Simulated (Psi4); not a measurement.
**doublet GaF+ at 6 levels**

Aim: a comparison of 6 runs (U-revPBE/def2-TZVPPD, U-wB97X/def2-TZVPPD, UBLYP/def2-TZVPPD, UM06-2X/def2-TZVPPD, UM06-L/def2-TZVPPD, USVWN5/def2-TZVPPD) of doublet GaF+. 

Program for the calculation: Psi4 1.11.

1 further run of the same task is left out (it didn't finish).

### Step 1. The structure to begin with

GaF+: 2 atoms, total charge +1, spin state doublet. SMILES of the parent species: `[F][Ga]`. Geometry: relaxed at PBE0-D4/def2-TZVP. That shape belongs to the parent species and isn't relaxed for this state.

Bond lengths: F1–Ga2 1.787 Å.

### Step 2. Energy and gradient at U-revPBE/def2-TZVPPD (run 1)

File fga.py:

```python
import psi4

psi4.set_memory(2200000000)
psi4.set_num_threads(1)
psi4.core.set_output_file('fga.out', False)

mol = psi4.geometry("""
1 2
F      0.000000     0.000000     0.006300
Ga     0.000000     0.000000     1.792850
units angstrom
symmetry c1
no_reorient
no_com
""")

psi4.set_options({
    'basis': 'def2-TZVPPD',
    'reference': 'uks',
    'puream': True,
    'e_convergence': 1e-09,
    'd_convergence': 1e-08,
    'scf_type': 'pk',
    'dft_radial_points': 99,
    'dft_spherical_points': 590,
    'maxiter': 100,
})

e, wfn = psi4.gradient('revpbe', molecule=mol, return_wfn=True)
psi4.oeprop(wfn, 'MAYER_INDICES', 'WIBERG_LOWDIN_INDICES', 'QUADRUPOLE', title='REVPBE')
print('gradient / Eh bohr^-1')
print(e.np.round(6))
print(f'energy = {wfn.energy():.10f} Eh')
```

Run with:

```console
python fga.py
```

fga.out:

```text
[...]
  Running in c1 symmetry.
[...]
  Nuclear repulsion =   82.639971888237099
[...]
  Multiplicity = 2
[...]
  Nalpha       = 20
  Nbeta        = 19
[...]
    Number of basis functions: 94
[...]
   @UKS iter   1: -2022.13449160500886   -9.00166e-01   3.56806e-02 DIIS/ADIIS
[...]
   @UKS iter  13: -2024.24948968195872   -2.50111e-12   2.92147e-09 DIIS
[...]
   @S^2 Observed:                7.525758149E-01
[...]
  @UKS Final Energy: -2024.24948968195872
   => Energetics <=
    Nuclear Repulsion Energy =             82.6399718882370991
    One-Electron Energy =               -2975.1014600607686589
    Two-Electron Energy =                 953.2635518167533064
    DFT Exchange-Correlation Energy =     -85.0515533261804251
    Empirical Dispersion Energy =           0.0000000000000000
    VV10 Nonlocal Energy =                  0.0000000000000000
    Total Energy =                      -2024.2494896819587211
[...]
  -Total Gradient:
     Atom            X                  Y                   Z
    ------   -----------------  -----------------  -----------------
       1       -0.000000000000     0.000000000000    -0.017617834933
       2        0.000000000000    -0.000000000001     0.017621561241
[...]
 Multipole Moments:
 ------------------------------------------------------------------------------------
     Multipole            Electronic (a.u.)      Nuclear  (a.u.)        Total (a.u.)
 ------------------------------------------------------------------------------------
 L = 1.  Multiply by 2.5417464519 to convert [e a0] to [Debye]
 Dipole X            :         -0.0000000            0.0000000           -0.0000000
 Dipole Y            :         -0.0000000            0.0000000           -0.0000000
 Dipole Z            :       -101.0865722          105.1350075            4.0484352
 Magnitude           :                                                    4.0484352
 L = 2.  Multiply by 1.3450342976 to convert [e a0^2] to [Debye ang]
 Quadrupole XX       :        -11.3687363            0.0000000          -11.3687363
 Quadrupole XY       :         -0.0000000            0.0000000           -0.0000000
[...]
```

On the terminal:

```text
gradient / Eh bohr^-1
[[-0.        0.       -0.017618]
 [ 0.       -0.        0.017622]]
energy = -2024.2494896820 Eh
```

Wall time 35 s (1 thread of Intel Xeon at 2.50GHz (Skylake/Cascade Lake), shared host); peak memory 0.65 GiB.

### Step 3. A single-point energy at U-wB97X/def2-TZVPPD (run 2)

File fga.xyz:

```xyz
2
FGa
F      0.000000     0.000000     0.006300
Ga     0.000000     0.000000     1.792850
```

File calc.py:

```python
import psi4

psi4.set_memory('2200 MB')
psi4.set_num_threads(1)
psi4.set_output_file('run.log', False)

with open('fga.xyz') as f:
    atoms = ''.join(f.readlines()[2:])
m = psi4.geometry('1 2\n' + atoms + 'symmetry c1')

psi4.set_options({
    'basis': 'def2-TZVPPD',
    'reference': 'uks',
    'puream': True,
    'e_convergence': 1e-09,
    'd_convergence': 1e-08,
    'scf_type': 'pk',
    'dft_radial_points': 99,
    'dft_spherical_points': 590,
    'maxiter': 100,
})

energy_value, wavefunction = psi4.energy("wb97x", return_wfn=True)
psi4.oeprop(wavefunction, "LOWDIN_CHARGES", "WIBERG_LOWDIN_INDICES", "QUADRUPOLE")
print(f'total energy {energy_value:.8f} hartree = {energy_value * 27.211386:.5f} eV')
```

Run with:

```console
python calc.py
```

run.log:

```text
[...]
  Running in c1 symmetry.
[...]
  Nuclear repulsion =   82.639971888237099
[...]
  Multiplicity = 2
[...]
  Nalpha       = 20
  Nbeta        = 19
[...]
    Number of basis functions: 94
[...]
   @UKS iter   1: -2022.89420576850057   -2.16529e+00   3.26154e-02 DIIS/ADIIS
[...]
   @UKS iter  13: -2024.42790681444535   -2.09184e-11   5.30982e-09 DIIS
[...]
   @S^2 Observed:                7.563949001E-01
[...]
    Orbital Energies [Eh]
    ---------------------
    Alpha Occupied:
       1A   -372.738876     2A    -46.300507     3A    -41.054128
       4A    -41.054128     5A    -41.051648     6A    -24.987856
       7A     -5.955002     8A     -4.242533     9A     -4.242533
      10A     -4.234994    11A     -1.537413    12A     -1.300474
      13A     -1.300474    14A     -1.295418    15A     -1.295418
      16A     -1.289754    17A     -0.862010    18A     -0.770431
      19A     -0.770431    20A     -0.695199
    Alpha Virtual:
      21A     -0.238065    22A     -0.238065    23A     -0.146765
      24A     -0.091762    25A     -0.035381    26A     -0.035381
[...]
  @UKS Final Energy: -2024.42790681444535
   => Energetics <=
    Nuclear Repulsion Energy =             82.6399718882370991
    One-Electron Energy =               -2975.5254291339824704
    Two-Electron Energy =                 935.2060388891020466
    DFT Exchange-Correlation Energy =     -66.7484884578021251
    Empirical Dispersion Energy =           0.0000000000000000
    VV10 Nonlocal Energy =                  0.0000000000000000
    Total Energy =                      -2024.4279068144453504
[...]
 Multipole Moments:
 ------------------------------------------------------------------------------------
     Multipole            Electronic (a.u.)      Nuclear  (a.u.)        Total (a.u.)
 ------------------------------------------------------------------------------------
 L = 1.  Multiply by 2.5417464519 to convert [e a0] to [Debye]
 Dipole X            :          0.0000000            0.0000000            0.0000000
 Dipole Y            :         -0.0000000            0.0000000           -0.0000000
 Dipole Z            :          2.7326906           -1.2049111            1.5277795
 Magnitude           :                                                    1.5277795
 L = 2.  Multiply by 1.3450342976 to convert [e a0^2] to [Debye ang]
 Quadrupole XX       :        -11.2499387            0.0000000          -11.2499387
 Quadrupole XY       :          0.0000000            0.0000000            0.0000000
[...]
```

Standard output:

```text
total energy -2024.42790681 hartree = -55087.48920 eV
```

It took 24 s on 1 thread of Intel Xeon at 2.50GHz (Skylake/Cascade Lake), shared host; peak memory 0.72 GiB.

Runs 3 to 5 aren't shown in full; the table further down has their settings and results.

### Step 4. A single-point energy at USVWN5/def2-TZVPPD (run 6)

File input.dat:

```
memory 2200 mb

molecule {
  1 2
  F
  Ga 1 R2

  R2 = 1.78655
  symmetry c1
}

set globals {
  basis def2-TZVPPD
  reference uks
  puream true
  e_convergence 1e-09
  d_convergence 1e-08
  scf_type pk
  dft_radial_points 99
  dft_spherical_points 590
  maxiter 100
}

energy_value = energy('scf', dft_functional={"name": "SVWN5", "x_functionals": {"LDA_X": {}}, "c_functionals": {"LDA_C_VWN": {}}})
print_variables()
```

Run with:

```console
psi4 input.dat output.dat -n 1
```

output.dat:

```text
[...]
  Running in c1 symmetry.
[...]
  Nuclear repulsion =   82.639971888237099
[...]
  Multiplicity = 2
[...]
  Nalpha       = 20
  Nbeta        = 19
[...]
    Number of basis functions: 94
[...]
   @UKS iter   1: -2018.62824389810453   -8.73650e-01   3.57593e-02 ADIIS/DIIS
[...]
   @UKS iter  13: -2020.75891644969852   -3.18323e-12   7.42339e-09 DIIS
[...]
   @S^2 Observed:                7.514243749E-01
[...]
    Orbital Energies [Eh]
    ---------------------
    Alpha Occupied:
       1A   -370.596152     2A    -45.619609     3A    -40.519801
       4A    -40.519801     5A    -40.517448     6A    -24.362038
       7A     -5.602279     8A     -3.947654     9A     -3.947654
      10A     -3.940602    11A     -1.316067    12A     -1.098692
      13A     -1.098692    14A     -1.094442    15A     -1.094442
      16A     -1.088499    17A     -0.712451    18A     -0.615829
      19A     -0.615829    20A     -0.578183
    Alpha Virtual:
      21A     -0.360960    22A     -0.360960    23A     -0.264101
      24A     -0.145566    25A     -0.102352    26A     -0.102352
[...]
  @UKS Final Energy: -2020.75891644969852
   => Energetics <=
    Nuclear Repulsion Energy =             82.6399718882370991
    One-Electron Energy =               -2974.5993300594286666
    Two-Electron Energy =                 952.6883438156560260
    DFT Exchange-Correlation Energy =     -81.4879020941629051
    Empirical Dispersion Energy =           0.0000000000000000
    VV10 Nonlocal Energy =                  0.0000000000000000
    Total Energy =                      -2020.7589164496985177
[...]
 Multipole Moments:
 ------------------------------------------------------------------------------------
     Multipole            Electronic (a.u.)      Nuclear  (a.u.)        Total (a.u.)
 ------------------------------------------------------------------------------------
 L = 1.  Multiply by 2.5417464519 to convert [e a0] to [Debye]
 Dipole X            :         -0.0000000            0.0000000           -0.0000000
 Dipole Y            :          0.0000000            0.0000000            0.0000000
 Dipole Z            :          2.5995505           -1.2049111            1.3946394
 Magnitude           :                                                    1.3946394
[...]
```

It took 17 s on 1 thread of Intel Xeon at 2.50GHz (Skylake/Cascade Lake), shared host; peak memory 0.45 GiB.

### Step 5. All runs side by side

| run | level | task | energy (Eh) | HOMO energy (eV) | LUMO energy (eV) | ⟨S²⟩ | wall time |
| --- | --- | --- | --- | --- | --- | --- | --- |
| 1 | U-revPBE/def2-TZVPPD | gradient | -2024.249490 | -15.44 | -14.02 | 0.753 | 35 s |
| 2 | U-wB97X/def2-TZVPPD | energy | -2024.427907 | -18.92 | -11.31 | 0.756 | 24 s |
| 3 | UBLYP/def2-TZVPPD | energy | -2024.492827 | -15.45 | -14.33 | 0.752 | 19 s |
| 4 | UM06-2X/def2-TZVPPD | gradient | -2024.378067 | -17.84 | -13.09 | 0.757 | 48 s |
| 5 | UM06-L/def2-TZVPPD | energy | -2024.345693 | -15.43 | -13.91 | 0.754 | 33 s |
| 6 | USVWN5/def2-TZVPPD | energy | -2020.758916 | -15.73 | -14.60 | 0.751 | 17 s |

### Step 6. Summary of results

| quantity | value |
| --- | --- |
| run 6: total energy | -2020.75892 Eh |
| run 6: HOMO energy (highest over α and β) | -15.73 eV |
| run 6: LUMO energy (lowest over α and β) | -14.60 eV |
| run 6: ⟨S²⟩ | 0.751 |

Totals of different functionals can't be ranked against each other. All runs together took 2.9 min, the longest 48 s.
